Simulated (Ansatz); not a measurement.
# B₂H₃Br (SMILES BBBr): one structure at several levels

An exercise on one series of results from a longer session: the logs are not shown, and one member is left open.

Computed with Ansatz 0.2.0, Gaussian basis. Level: single points in def2-TZVPP.

Cores are frozen in the correlated methods. Filled d shells of the heavier atoms are correlated.

## The starting structure

SMILES `BBBr`, 6 atoms, charge 0, spin multiplicity 1.

Atoms are counted from 1 here; the program's logs count them from 0.

Bond lengths: B1–B2 1.626 Å, B1–H4 1.038 Å, B1–H5 1.215 Å, B2–Br3 1.879 Å, B2–H6 1.171 Å. Angles: B2–B1–H4 128.5°, B2–B1–H5 118.9°, H4–B1–H5 112.6°, B1–B2–Br3 120.5°, B1–B2–H6 123.8°, Br3–B2–H6 115.6°.

As a file:

```mol
B2BrH3
  3D, bonds by distance, orders not assigned

  6  5  0  0  0  0  0  0  0  0999 V2000
   -0.2930    0.0287   -0.8062 B   0  0
    0.1826   -0.2167    0.7295 B   0  0
    0.6979    1.2306    1.8105 Br  0  0
   -1.2401    0.2672   -1.1586 H   0  0
    0.5243   -0.0798   -1.6988 H   0  0
    0.1660   -1.2619    1.2565 H   0  0
  1  2  8  0
  1  4  8  0
  1  5  8  0
  2  3  8  0
  2  6  8  0
M  END
```

The first run:

run/in.yaml

```yaml
crystal:
  periodic: [false, false, false]
  atoms:
    - {symbol: B, position_ang: [-0.293000, 0.028700, -0.806200]}
    - {symbol: B, position_ang: [0.182600, -0.216700, 0.729500]}
    - {symbol: Br, position_ang: [0.697900, 1.230600, 1.810500]}
    - {symbol: H, position_ang: [-1.240100, 0.267200, -1.158600]}
    - {symbol: H, position_ang: [0.524300, -0.079800, -1.698800]}
    - {symbol: H, position_ang: [0.166000, -1.261900, 1.256500]}
basis:
  gaussian: {orbitals: def2-TZVPP}
correlation: {method: ccsd_t}
output: {forces: true}
```

The command line of these runs was not kept.

Steps of the session up to this table: CCSD(T)/def2-TZVPP; PBE0-D4/def2-TZVPP; wB97M-V/def2-TZVPP; r2SCAN-D4/def2-TZVPP; PBE-D4/def2-TZVPP; r2SCANh-D4/def2-TZVPP; wB97X-V/def2-TZVPP.

One of the session's tables, all rows but one given; the rest of the session is left out.

| method | RMS force component (eV/Å) | angle to CCSD(T) forces (°) | dipole (D) |
| --- | --- | --- | --- |
| CCSD(T) | 1.830 | reference | 0.69 |
| PBE0-D4 | 1.859 | 4.4 | 0.71 |
| wB97M-V | 1.798 | 3.2 | 0.75 |
| r2SCAN-D4 | 1.855 | 5.7 | 0.70 |
| PBE-D4 | ? | ? | ? |
| r2SCANh-D4 | 1.844 | 4.8 | 0.74 |
| wB97X-V | 1.856 | 1.8 | 0.82 |

**Question.** Estimate the row for PBE-D4.

The run gave: RMS force component (eV/Å): 1.896; angle to CCSD(T) forces (°): 7.5; dipole (D): 0.53. In the column «RMS force component (eV/Å)» it is the highest.
